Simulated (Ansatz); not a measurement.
# BGeNH (doublet): from Hartree-Fock to the top rungs, cc-pVDZ

An exercise on one series of results from a longer session: the logs are not shown, and one member is left open.

The runs use Ansatz 0.2.0, Gaussian basis; cc-pVDZ, core rule «outside noble gas», up to 16 orbitals frozen.

To be run: UHF; CCSD(T) on ROHF; CCSD(T) on UHF; BCCD(T) on ROHF; CISD; CCSDT(Q) on ROHF; CCSDT(Q) on UHF; CASSCF and MRCISD+Q, 9 electrons in 9 orbitals; CASSCF and NEVPT2, 9 electrons in 9 orbitals.

21 further runs of the same task are left out: 9 that didn't finish, 12 set aside as unsound or not needed.

### The geometry

The geometry is a PBE0/def2-TZVP stationary point (not a proven minimum). No spin-orbit coupling is included. The filled d shell of Ge may be among the frozen orbitals whatever the setting's name suggests; the logs give the count.

4 atoms, charge 0, spin multiplicity 2.

Atoms are counted from 1 here; the program's logs count them from 0.

Bond lengths: Ge1–B2 2.217 Å, Ge1–N3 1.849 Å, B2–N3 1.313 Å, B2–H4 1.179 Å. Angles: B2–Ge1–N3 36.3°, Ge1–B2–N3 56.4°, Ge1–B2–H4 140.9°, N3–B2–H4 162.7°, Ge1–N3–B2 87.3°.

The first run:

in.yaml reads:

```yaml
crystal:
  periodic: [false, false, false]
  atoms:
    - {symbol: Ge, position_ang: [0.000000, 0.059541, 0.505922]}
    - {symbol: B, position_ang: [0.000000, 0.451319, -1.675815]}
    - {symbol: N, position_ang: [0.000000, -0.753893, -1.154331]}
    - {symbol: H, position_ang: [0.000000, 1.344614, -2.445184]}
basis:
  gaussian: {orbitals: cc-pVDZ}
magnetization: {spin_polarized: true, initial_magnetization: 1}
hamiltonian: {xc: hf}
output: {orbitals: {seedname: orbitals}}
```

Launch:

```console
ansatz run in.yaml --threads 1 --pin off --events-out ev --progress --plain --max-ram 2393MiB
```

Steps of the session up to this table: UHF; CCSD(T) on ROHF; CCSD(T) on UHF; BCCD(T) on ROHF; CISD; CCSDT(Q) on ROHF; CCSDT(Q) on UHF; CASSCF and MRCISD+Q, 9 electrons in 9 orbitals; CASSCF and NEVPT2, 9 electrons in 9 orbitals.

One of the session's tables, all rows but one given; the rest of the session is left out.

| method | from UCCSDT(Q) (meV) |
| --- | --- |
| ROHF | +9482.9 |
| UHF | +9364.0 |
| RMP2 | +989.3 |
| UMP2 | +1025.7 |
| RCCSD | +486.7 |
| UCCSD | +480.7 |
| RCCSD(T) | +62.8 |
| UCCSD(T) | +62.9 |
| BCCD(T) | +60.7 |
| RCCSDT | +45.4 |
| UCCSDT | +43.5 |
| RCCSDT(Q) | +5.7 |
| UCCSDT(Q) | 0 |
| CASSCF frontier | ? |
| MRCISD frontier | +644.2 |
| MRCISD+Q frontier | +115.9 |

Q: Estimate the row for CASSCF frontier from the others.

As computed: from UCCSDT(Q) (meV): +5991.1. In the column «from UCCSDT(Q) (meV)» it lies between UMP2 (+1025.7) and UHF (+9364.0).

Not comparable, so not listed: CISD; CASSCF and NEVPT2, 9 electrons in 9 orbitals (they don't share determinant, frozen orbitals or solution with the rows shown, or repeat one).

Caveats from the session: Restricted and unrestricted rows rest on different reference determinants; where their highest levels disagree by more than a few hundredths of an eV, they describe different states and don't form one ladder. Warnings in the runs' records: passed over end.
